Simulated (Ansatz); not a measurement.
**ScPt: a strain scan**

Aim: for ScPt, strain the cell along the Voigt pattern (1, -1, 0, 0, 0, 0).

Computed with Ansatz 0.2.0 (DFT PBEsol, scalar-relativistic, plane waves, PAW, unless a step's input says otherwise).

## (1) The system as given

Symmetry: Pm-3m, No. 221, cubic system. The conventional cell has a = 3.270 Å, b = 3.270 Å, c = 3.270 Å, α = 90.00°, β = 90.00°, γ = 90.00°. Sc (site symmetry m-3m) has 8 Pt at 2.83 Å in its first shell of neighbours. Pt (site symmetry m-3m) has 8 Sc at 2.83 Å in its first shell of neighbours.

As a file:

```
CELL_PARAMETERS angstrom
3.27000 0.00000 0.00000
0.00000 3.27000 0.00000
0.00000 0.00000 3.27000
ATOMIC_POSITIONS crystal
Sc 0.50000 0.50000 0.50000
Pt 0.00000 0.00000 0.00000
```

The cell is taken as given, not relaxed at this level.

## (2) The reference cell

Reference values: F = -14497.6101 eV; pressure -1.38 GPa; largest force 0.000 eV/Å; gap on the mesh none (metal). It was computed beforehand with the settings of the runs below.

## (3) Setting up a strain scan

The cell is strained by ε times the Voigt pattern (1, -1, 0, 0, 0, 0) (xx, yy, zz, yz, xz, xy; engineering shear), with fractional coordinates fixed (clamped ions). The stress on the pattern is the sum of the stress components weighted by it, tension positive.

## (4) Point ε = -0.0600

Input file input.yaml:

```yaml
crystal:
  lattice:
    - [3.0738, 0.0, 0.0]
    - [0.0, 3.4662, 0.0]
    - [0.0, 0.0, 3.27]
  atoms:
    - { symbol: Sc, position: [0.5, 0.5, 0.5] }
    - { symbol: Pt, position: [0.0, 0.0, 0.0] }
basis:
  ecutwfc: 420
kpoints:
  mp_grid: { grid: [14, 14, 14] }
hamiltonian:
  xc: pbesol
scf:
  occupations: { method: gaussian, width: 0.15 }
output:
  forces: true
  stress: true
  eigenvalues: true
  write_density: true
  write_potential: true
  elf: true
  volumetric_format: npy
```

Started as:

```console
$ ansatz run input.yaml --threads 1 --pin off --max-ram 2560MiB --backend cpu --events-out ev --progress --plain --runs-dir out
```

## (5) At ε = 0.0450

input.yaml: that of step 4 with these lines changed.

```diff
@@ -2,4 +2,4 @@
   lattice:
-    - [3.0738, 0.0, 0.0]
-    - [0.0, 3.4662, 0.0]
+    - [3.41715, 0.0, 0.0]
+    - [0.0, 3.12285, 0.0]
     - [0.0, 0.0, 3.27]
@@ -20,5 +20 @@
   eigenvalues: true
-  write_density: true
-  write_potential: true
-  elf: true
-  volumetric_format: npy
```

## (6) ε = -0.0300

input.yaml: that of step 5 with these lines changed.

```diff
@@ -2,4 +2,4 @@
   lattice:
-    - [3.41715, 0.0, 0.0]
-    - [0.0, 3.12285, 0.0]
+    - [3.1719, 0.0, 0.0]
+    - [0.0, 3.3681, 0.0]
     - [0.0, 0.0, 3.27]
```

## (7) ε = 0.0150

input.yaml: that of step 6 with these lines changed.

```diff
@@ -2,4 +2,4 @@
   lattice:
-    - [3.1719, 0.0, 0.0]
-    - [0.0, 3.3681, 0.0]
+    - [3.31905, 0.0, 0.0]
+    - [0.0, 3.22095, 0.0]
     - [0.0, 0.0, 3.27]
```

## (8) ε = 0.0525

input.yaml: that of step 7 with these lines changed.

```diff
@@ -2,4 +2,4 @@
   lattice:
-    - [3.31905, 0.0, 0.0]
-    - [0.0, 3.22095, 0.0]
+    - [3.441675, 0.0, 0.0]
+    - [0.0, 3.098325, 0.0]
     - [0.0, 0.0, 3.27]
```

## (9) Point ε = 0.0375

input.yaml: that of step 8 with these lines changed.

```diff
@@ -2,4 +2,4 @@
   lattice:
-    - [3.441675, 0.0, 0.0]
-    - [0.0, 3.098325, 0.0]
+    - [3.392625, 0.0, 0.0]
+    - [0.0, 3.147375, 0.0]
     - [0.0, 0.0, 3.27]
```

## (10) Point ε = 0.0225

input.yaml: that of step 9 with these lines changed.

```diff
@@ -2,4 +2,4 @@
   lattice:
-    - [3.392625, 0.0, 0.0]
-    - [0.0, 3.147375, 0.0]
+    - [3.343575, 0.0, 0.0]
+    - [0.0, 3.196425, 0.0]
     - [0.0, 0.0, 3.27]
```

## (11) Point ε = 0.0075

input.yaml: that of step 10 with these lines changed.

```diff
@@ -2,4 +2,4 @@
   lattice:
-    - [3.343575, 0.0, 0.0]
-    - [0.0, 3.196425, 0.0]
+    - [3.294525, 0.0, 0.0]
+    - [0.0, 3.245475, 0.0]
     - [0.0, 0.0, 3.27]
```

(Steps that only read results are left out.)

What does the calculation give? Wanted: slope of the stress at ε = 0, from the points at -0.0300, 0 and 0.0075.

As calculated:

| quantity | value |
| --- | --- |
| slope of the stress at ε = 0, from the points at -0.0300, 0 and 0.0075 | 168 GPa |

What this shows: From the stress slope, C11 + C22 − 2 C12 is about 168 GPa with the ions clamped; letting the atoms relax could not make it stiffer. The step is wide, so higher orders mix in. The reference stands under -1.4 GPa, so this is no zero-stress constant. The undisturbed cell stays the lowest of the sampled points. Spin-orbit coupling is left out for Pt.
